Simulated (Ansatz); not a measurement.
# WC2: the cost of one run

Program: Ansatz 0.2.0. Level of theory: DFT PBE, scalar-relativistic, plane waves, PAW. These are calculated values, not measurements.

### 1 The system as given

It takes space group Fm-3m (No. 225, cubic). Conventional cell: a = 4.960 Å, b = 4.960 Å, c = 4.960 Å, α = 90.00°, β = 90.00°, γ = 90.00°. W (site symmetry m-3m) is surrounded by 8 C at 2.15 Å. C (site symmetry -43m) has 4 W at 2.15 Å as nearest neighbours.

Structure file:

```
CELL_PARAMETERS angstrom
0.00000 2.47975 2.47975
2.47975 0.00000 2.47975
2.47975 2.47975 0.00000
ATOMIC_POSITIONS crystal
W 0.00000 0.00000 0.00000
C 0.25000 0.25000 0.25000
C 0.75000 0.75000 0.75000
```

This is candidate A: fluorite type (Fm-3m, No. 225).

(A quick probe on a coarse mesh, which set the mesh and smearing, is not shown.)

### 3 Coarse relaxation (candidate A)

input.yaml

```yaml
crystal:
  lattice:
    - [0.0, 2.4797513016, 2.4797513016]
    - [2.4797513016, 0.0, 2.4797513016]
    - [2.4797513016, 2.4797513016, 0.0]
  atoms:
    - { symbol: W, position: [0.0, 0.0, 0.0] }
    - { symbol: C, position: [0.25, 0.25, 0.25] }
    - { symbol: C, position: [0.75, 0.75, 0.75] }
basis:
  ecutwfc: 420
kpoints:
  mp_grid: { grid: [6, 6, 6] }
hamiltonian:
  xc: pbe
scf:
  occupations: { method: gaussian, width: 0.1 }
  lower_state_search: "off"
output:
  forces: true
  stress: true
  eigenvalues: true
relax:
  adjacent_minimum: "off"
  f_tol: 0.04
  max_steps: 70
  cell: { stress_tol: 0.4 }
```

The run is started by

```console
> ansatz run input.yaml --threads 1 --pin off --max-ram 2560MiB --backend cpu --events-out ev --progress --plain --runs-dir out
```

What time and memory should one allow on 1 thread of an x86-64 CPU, shared host?

About 6.4 s, with a peak of 0.31 GiB.
